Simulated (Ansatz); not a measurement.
# BeGaH (singlet): from Hartree-Fock to the top rungs at scale of all distances = 1.276, cc-pVDZ

One table from this session's results is given with a row withheld; the runs are named, their logs left out.

The runs use Ansatz 0.2.0, Gaussian basis; cc-pVDZ, core rule «outside noble gas», up to 15 orbitals frozen.

To be run: UHF; CCSD(T) on RHF; CCSD(T) on UHF; BCCD(T) on RHF; CISD; CCSDT(Q) on RHF; CCSDT(Q) on UHF; CASSCF and MRCISD+Q, 2 electrons in 2 orbitals; CASSCF and NEVPT2, 2 electrons in 2 orbitals; CASSCF and MRCISD+Q, 6 electrons in 9 orbitals; CASSCF and NEVPT2, 6 electrons in 9 orbitals; Full CI.

10 further runs of the same task are left out: 7 that didn't finish, 3 set aside as unsound or not needed.

## What is computed

The geometry derives from a PBE0/def2-TZVP stationary point (not a proven minimum). All distances are scaled together. No spin-orbit coupling is included. The filled d shell of Ga may be among the frozen orbitals whatever the setting's name suggests; the logs give the count.

3 atoms, charge 0, spin multiplicity 1.

Atoms are counted from 1 here; the program's logs count them from 0.

No contacts short enough for the rule that draws bonds.

As a file:

```xyz
3
charge 0, multiplicity 1
Ga    0.0000    0.0000    2.7249
Be    0.0000    0.0000   -0.4952
H     0.0000    0.0000   -2.2297
```

The first run:

Input file in.yaml:

```yaml
crystal:
  periodic: [false, false, false]
  atoms:
    - {symbol: Ga, position_ang: [0.000000, 0.000000, 2.724918]}
    - {symbol: Be, position_ang: [0.000000, 0.000000, -0.495181]}
    - {symbol: H, position_ang: [0.000000, 0.000000, -2.229737]}
basis:
  gaussian: {orbitals: cc-pVDZ}
magnetization: {spin_polarized: true, initial_magnetization: 0}
hamiltonian: {xc: hf}
output: {orbitals: {seedname: orbitals}}
```

The run is started by

```bash
$ ansatz run in.yaml --threads 1 --pin off --events-out ev --progress --plain --max-ram 2393MiB
```

Steps of the session up to this table: UHF; CCSD(T) on RHF; CCSD(T) on UHF; BCCD(T) on RHF; CISD; CCSDT(Q) on RHF; CCSDT(Q) on UHF; CASSCF and MRCISD+Q, 2 electrons in 2 orbitals; CASSCF and NEVPT2, 2 electrons in 2 orbitals; CASSCF and MRCISD+Q, 6 electrons in 9 orbitals; CASSCF and NEVPT2, 6 electrons in 9 orbitals; Full CI.

One table of the session follows, with a row left open; its other results are not shown here.

| method | from FCI (meV) |
| --- | --- |
| RHF | +3146.3 |
| UHF | +3143.1 |
| RMP2 | +976.8 |
| CISD | +311.5 |
| RCCSD | +113.9 |
| RCCSD(T) | +34.9 |
| BCCD(T) | +34.3 |
| RCCSDT | +6.7 |
| RCCSDT(Q) | +1.8 |
| CASSCF pair | +2644.0 |
| MRCISD pair | +228.9 |
| MRCISD+Q pair | -51.1 |
| CASSCF valence | +1087.2 |
| NEVPT2 valence | +370.7 |
| MRCISD valence | +54.7 |
| MRCISD+Q valence | ? |
| FCI | 0 |

Estimate the missing values for MRCISD+Q valence.

**Answer.** from FCI (meV): +19.4. In the column «from FCI (meV)» it lies between RCCSDT (+6.7) and BCCD(T) (+34.3).

Not comparable, so not listed: CCSD(T) on UHF; CASSCF and NEVPT2, 2 electrons in 2 orbitals (they don't share determinant, frozen orbitals or solution with the rows shown, or repeat one).

Caveats from the session: MRCISD+Q pair falls below full CI: the +Q correction isn't variational, and the cores differ from full CI's. Warnings in the runs' records: passed over end.
